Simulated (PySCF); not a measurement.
# C₆H₄BFO: electronic excitations

What electronic excitations should C₆H₄BFO (`C#Cc1ccoc1BF`) show?

Programs: PySCF 2.14.0, with density-fitted response routines of our own. Each step states its level of theory. These are calculated values for one molecule in the gas phase, unless marked as measured. Atoms count from 0, in the outputs and in this text.

### 1 Starting geometry

13 atoms, charge 0, multiplicity 1; geometry from: GFN2-xTB.

Bonds of the start (Å): C0–C1 1.20, C1–C2 1.40, C2–C3 1.42, C3–C4 1.36, C4–O5 1.33, O5–C6 1.36, C6–B7 1.53, B7–F8 1.32, C6–C2 1.40, C0–H9 1.05, C3–H10 1.07, C4–H11 1.07, B7–H12 1.17.

### 2 Excited states and response: wB97X-D/def2-SVPD

Job settings and geometry (Å):

```
{"job": {"kind": "uv", "xc": "wB97X-D", "basis": "def2-SVPD", "nstates": 8, "ntriplets": 3}, "charge": 0, "multiplicity": 1}
C     -2.872000     0.194001     0.211002
C     -1.688908     0.203574     0.004691
C     -0.316175     0.253593    -0.286001
C      0.289869     0.975591    -1.342781
C      1.626555     0.726776    -1.231679
O      1.887334    -0.077728    -0.206165
C      0.710976    -0.392243     0.402888
B      0.637500    -1.308050     1.627747
F      1.744060    -1.822442     2.130361
H     -3.901744     0.172342     0.409545
H     -0.204102     1.586148    -2.070168
H      2.458793     1.065814    -1.818658
H     -0.376547    -1.576889     2.151492
```

With the program's defaults for keys left out, this is: TDDFT wB97X-D/def2-SVPD, vertical, gas phase, core orbitals frozen in the response.

Launch:

```sh
> OMP_NUM_THREADS=1 python probes_run.py task.json out
```

The driver reads the jobs from task.json and runs them one after another.

Predict these results of the whole session: lowest singlet (wB97X-D/def2-SVPD); lowest triplet; surface potential, 1st and 99th percentile.

The runs gave:

```
                             quantity                        value
   lowest singlet (wB97X-D/def2-SVPD)  4.79 eV (259 nm), f = 0.238
                       lowest triplet                      3.11 eV
surface potential, 1st and 99th percentile           -0.94 V and 1.51 V
```

In words: The lowest singlet, at 4.79 eV, is HOMO→LUMO 0.96 and is bright. The lowest triplet lies 1.68 eV below the lowest singlet (triplets in Tamm-Dancoff, singlets in full TDDFT).
